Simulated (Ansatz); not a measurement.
# Pt (reference phase): the cost of one run

Computed with Ansatz 0.2.0 (DFT PBEsol, with the methods named in each step, unless a step's input says otherwise).

### 1 The starting structure

It takes space group Fm-3m (No. 225, cubic). The conventional cell has a = 3.923 Å, b = 3.923 Å, c = 3.923 Å, α = 90.00°, β = 90.00°, γ = 90.00°. Around Pt (site symmetry m-3m) lie 12 Pt at 2.77 Å.

Coordinates:

```cif
data_structure
_symmetry_space_group_name_H-M 'Fm-3m'
_symmetry_Int_Tables_number 225
_cell_length_a 3.9231
_cell_length_b 3.9231
_cell_length_c 3.9231
_cell_angle_alpha 90.000
_cell_angle_beta 90.000
_cell_angle_gamma 90.000
_cell_volume 60.38
loop_
_atom_site_label
_atom_site_type_symbol
_atom_site_symmetry_multiplicity
_atom_site_Wyckoff_symbol
_atom_site_fract_x
_atom_site_fract_y
_atom_site_fract_z
_atom_site_occupancy
Pt1 Pt 4 a 0.00000 0.00000 0.00000 1
```

The file gives the conventional cell by its symmetry; the runs use the cell typed in the input.

### 2 Relaxed, PAW

Contents of input.yaml:

```yaml
crystal:
  lattice:
    - [0.0, 1.96155, 1.96155]
    - [1.96155, 0.0, 1.96155]
    - [1.96155, 1.96155, 0.0]
  atoms:
    - { symbol: Pt, position: [0.0, 0.0, 0.0] }
kpoints:
  mp_grid: { grid: [22, 22, 22] }
scf:
  occupations: { method: fermi_dirac, width: 0.05 }
hamiltonian:
  xc: pbesol
  pseudopotentials: { kind: paw }
output:
  forces: true
  stress: true
relax:
  f_tol: 0.003
  max_steps: 80
  cell: {}
```

Launch:

```console
$ ansatz run input.yaml --threads 1 --pin off --max-ram 3072MiB --backend cpu --events-out ev --progress --plain --runs-dir out
```

**Question.** How long does this run take on 1 thread of Arm Neoverse V1, shared host, and how much memory does it need?

About 12 s, with a peak of 0.34 GiB.
